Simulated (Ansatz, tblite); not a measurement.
**Cu(PH3)(SiH3) (CuH6PSi): which spin state is lowest**

Aim: set other spin states of Cu(PH3)(SiH3) (CuH6PSi) against its singlet, on many levels of theory.

Method: as each input shows; program: Ansatz 0.2.0, Gaussian basis.

Plan: triplet, at the geometry of the singlet (GFN1-xTB, GFN2-xTB, PBE0-D4/def2-TZVP, PBE-D4/def2-TZVP, r2SCAN-D4/def2-TZVP); the singlet's energies come from earlier runs.

## (1) The geometry

The singlet was relaxed beforehand with B3LYP-D4/def2-SVP.

9 atoms, charge 0, spin multiplicity 1.

Bond lengths: Cu1–P2 2.287 Å, Cu1–Si6 2.299 Å, P2–H3 1.421 Å, P2–H4 1.421 Å, P2–H5 1.421 Å, Si6–H7 1.506 Å, Si6–H8 1.506 Å, Si6–H9 1.506 Å. Angles: P2–Cu1–Si6 179.6°, Cu1–P2–H3 119.6°, Cu1–P2–H4 119.6°, Cu1–P2–H5 120.0°, H3–P2–H4 97.6°, H3–P2–H5 97.6°, H4–P2–H5 97.6°, Cu1–Si6–H7 114.4°, Cu1–Si6–H8 114.4°, Cu1–Si6–H9 114.2°, H7–Si6–H8 104.2°, H7–Si6–H9 104.2°, H8–Si6–H9 104.2°.

As a file:

```mol
CuH6PSi
  3D, bonds by distance, orders not assigned

  9  8  0  0  0  0  0  0  0  0999 V2000
    0.0043    0.0105   -0.0220 Cu  0  0
    0.0002   -0.0133    2.2645 P   0  0
    0.8118   -0.9506    2.9577 H   0  0
   -1.2122   -0.2651    2.9606 H   0  0
    0.3935    1.1448    2.9870 H   0  0
    0.0016    0.0179   -2.3209 Si  0  0
    1.3206    0.3914   -2.9443 H   0  0
   -0.9827    0.9755   -2.9391 H   0  0
   -0.3369   -1.3111   -2.9434 H   0  0
  1  2  8  0
  1  6  8  0
  2  3  8  0
  2  4  8  0
  2  5  8  0
  6  7  8  0
  6  8  8  0
  6  9  8  0
M  END
```

Formally the metal is d10. No spin-orbit coupling is included.

## (2) Triplet at the fixed geometry, GFN1-xTB

Tight binding, by tblite at 300 K electronic temperature and without a spin-polarisation term:

```python
tblite.interface.Calculator('GFN1-xTB', numbers, positions, charge=0, uhf=2).singlepoint()
```

Energy -329.0797 eV; 0.005 s.

## (3) Triplet at the fixed geometry, GFN2-xTB

Tight binding, by tblite at 300 K electronic temperature and without a spin-polarisation term:

```python
tblite.interface.Calculator('GFN2-xTB', numbers, positions, charge=0, uhf=2).singlepoint()
```

Energy -300.7633 eV; 0.007 s.

## (4) Triplet at the fixed geometry, PBE0-D4/def2-TZVP

in.yaml reads:

```yaml
crystal:
  periodic: [false, false, false]
  atoms:
    - {symbol: Cu, position_ang: [0.004261, 0.010509, -0.021950]}
    - {symbol: P, position_ang: [0.000155, -0.013316, 2.264465]}
    - {symbol: H, position_ang: [0.811784, -0.950643, 2.957673]}
    - {symbol: H, position_ang: [-1.212205, -0.265126, 2.960615]}
    - {symbol: H, position_ang: [0.393464, 1.144839, 2.986956]}
    - {symbol: Si, position_ang: [0.001558, 0.017889, -2.320950]}
    - {symbol: H, position_ang: [1.320627, 0.391425, -2.944309]}
    - {symbol: H, position_ang: [-0.982739, 0.975546, -2.939120]}
    - {symbol: H, position_ang: [-0.336906, -1.311125, -2.943390]}
basis:
  gaussian: {orbitals: def2-TZVP}
magnetization: {spin_polarized: true, initial_magnetization: 2}
hamiltonian: {xc: pbe0, dispersion: d4}
scf: {omitted_lower_state_checks: [starts]}
output: {orbitals: {seedname: orbitals}}
```

On the command line:

```console
$ ansatz run in.yaml --threads 4 --pin off --events-out ev --progress --plain --max-ram 3916MiB
```

Standard output:

```text
Functional definition: PBE0
  name "PBE0"
  cite "Adamo & Barone, J. Chem. Phys. 110, 6158 (1999) doi:10.1063/1.478522"
  cite "Perdew, Burke & Ernzerhof, Phys. Rev. Lett. 77, 3865 (1996) doi:10.1103/PhysRevLett.77.3865"
  parent pbe
  parameter a = 0.25
  parameter kappa = 0.804
  parameter beta = 0.06672455060314922
  exchange = (1 - a)*pbe_x(kappa = kappa, mu = beta*pi^2/3) + a*exact_x
  correlation = pbe_c(beta = beta)
these checks for a lower state are left out or cut short: starts
1356 factors; their error is unknown
mean field evaluation 1: about -61885.2764 eV, gradient 3.6e1 eV
mean field evaluation 2: about -61797.3626 eV, gradient 2.3e2 eV
mean field evaluation 4: about -61888.0272 eV, gradient 9.5e0 eV
mean field evaluation 8: about -61888.2661 eV, gradient 5.5e-1 eV
mean field evaluation 16: about -61888.3486 eV, gradient 1.9e-3 eV
mean field evaluation 32: about -61888.3490 eV, gradient 1.8e-3 eV
mean field -61888.34901346 eV, -2274.3548768151 hartree, gradient 9.3e-6 eV, S^2 2.007899; 0 other end points of the search recorded, 0 dependent functions left out
reference -61888.34905490 eV, -2274.3548783378 hartree; 33, 31 occupied and 122, 124 virtual orbitals, 1356 factors
Total energy: -61888.50105738 eV, -2274.3604643259 hartree
Checks for a lower state left out: starts
```

Wall time 15 s (4 threads of Arm Neoverse V2, shared host); peak memory 0.83 GiB.

HOMO -2.54 eV, LUMO -4.70 eV (over both spins; with the spin held, an empty level of the minority spin lies below the top filled one); ⟨S²⟩ 2.008 (pure: 2.00).

## (5) Triplet at the fixed geometry, PBE-D4/def2-TZVP

start.molden holds the orbitals of an earlier run on this state, given as this run's starting guess.

in.yaml: that of step 4 with these lines changed.

```diff
@@ -13,5 +13,5 @@
 basis:
-  gaussian: {orbitals: def2-TZVP}
+  gaussian: {orbitals: def2-TZVP, initial_orbitals: start.molden}
 magnetization: {spin_polarized: true, initial_magnetization: 2}
-hamiltonian: {xc: pbe0, dispersion: d4}
+hamiltonian: {xc: pbe, dispersion: d4}
 scf: {omitted_lower_state_checks: [starts]}
```

The command is unchanged.

Standard output:

```text
Functional definition: PBE
  name "PBE"
  cite "Perdew, Burke & Ernzerhof, Phys. Rev. Lett. 77, 3865 (1996) doi:10.1103/PhysRevLett.77.3865"
  parent pbe
  parameter kappa = 0.804
  parameter beta = 0.06672455060314922
  exchange = pbe_x(kappa = kappa, mu = beta*pi^2/3)
  correlation = pbe_c(beta = beta)
these checks for a lower state are left out or cut short: starts
1239 factors; their error is unknown
mean field evaluation 1: about -61886.8304 eV, gradient 8.4e0 eV
mean field evaluation 2: about -61886.9903 eV, gradient 2.6e-1 eV
mean field evaluation 4: about -61886.9544 eV, gradient 6.1e-3 eV
mean field evaluation 8: about -61886.9544 eV, gradient 1.3e-4 eV
mean field evaluation 16: about -61886.9544 eV, gradient 4.1e-5 eV
mean field -61886.95444834 eV, -2274.3036274922 hartree, gradient 8.9e-6 eV, S^2 2.005340; 0 other end points of the search recorded, 0 dependent functions left out
reference -61886.95450337 eV, -2274.3036295143 hartree; 33, 31 occupied and 122, 124 virtual orbitals, 1239 factors
Total energy: -61887.13269116 eV, -2274.3101777948 hartree
Checks for a lower state left out: starts
```

Wall time 7.5 s (4 threads of Arm Neoverse V2, shared host).

HOMO -2.00 eV, LUMO -5.79 eV (over both spins; with the spin held, an empty level of the minority spin lies below the top filled one); ⟨S²⟩ 2.005 (pure: 2.00).

## (6) Triplet at the fixed geometry, r2SCAN-D4/def2-TZVP

in.yaml: that of step 5 with these lines changed.

```diff
@@ -15,3 +15,3 @@
 magnetization: {spin_polarized: true, initial_magnetization: 2}
-hamiltonian: {xc: pbe, dispersion: d4}
+hamiltonian: {xc: r2scan, dispersion: d4}
 scf: {omitted_lower_state_checks: [starts]}
```

The command is unchanged.

Standard output, shortened:

```text
Functional definition: r2SCAN
  name "r2SCAN"
  cite "Furness, Kaplan, Ning, Perdew & Sun, J. Phys. Chem. Lett. 11, 8208 (2020) doi:10.1021/acs.jpclett.0c02405"
  cite "Furness, Kaplan, Ning, Perdew & Sun, J. Phys. Chem. Lett. 11, 9248 (2020) doi:10.1021/acs.jpclett.0c03077"
  parent r2scan
[...]
1239 factors; their error is unknown
[...]
mean field -61900.43833488 eV, -2274.7991511827 hartree, gradient 8.5e-6 eV, S^2 2.010594; 0 other end points of the search recorded, 0 dependent functions left out
reference -61900.43835634 eV, -2274.7991519713 hartree; 33, 31 occupied and 122, 124 virtual orbitals, 1239 factors
Total energy: -61900.48057490 eV, -2274.8007034749 hartree
Checks for a lower state left out: starts
```

Run time: 16 s. Hardware: 4 threads of Arm Neoverse V2, shared host.

HOMO -2.20 eV, LUMO -5.52 eV (over both spins; with the spin held, an empty level of the minority spin lies below the top filled one); ⟨S²⟩ 2.011 (pure: 2.00).

## (7) Triplet less singlet, vertical

The singlet's energies are those of its earlier runs, whose logs aren't repeated here.

```
              level  triplet less singlet, vertical (eV)     time
           GFN1-xTB                               +3.560  0.011 s
           GFN2-xTB                               +3.329  0.011 s
   PBE-D4/def2-TZVP                               +3.772    8.8 s
r2SCAN-D4/def2-TZVP                               +3.665     19 s
  PBE0-D4/def2-TZVP                               +3.856     18 s
```

Times add the two runs; a level without a time comes out of a correlated run. Tight binding without a spin term can't rank spin states.

## (8) Outcome

| quantity | value |
| --- | --- |
| triplet less singlet, vertical, functionals in def2-TZVP | +3.665 (r2SCAN-D4) to +3.856 eV (PBE0-D4) |

In words: All functionals put the triplet above the singlet, over a spread of 0.192 eV. The checks for a lower triplet were left out, so another state of that spin may lie lower. The singlet here is a closed shell; an open-shell singlet can lie lower. These are electronic energies, without zero-point motion, entropy or surroundings.
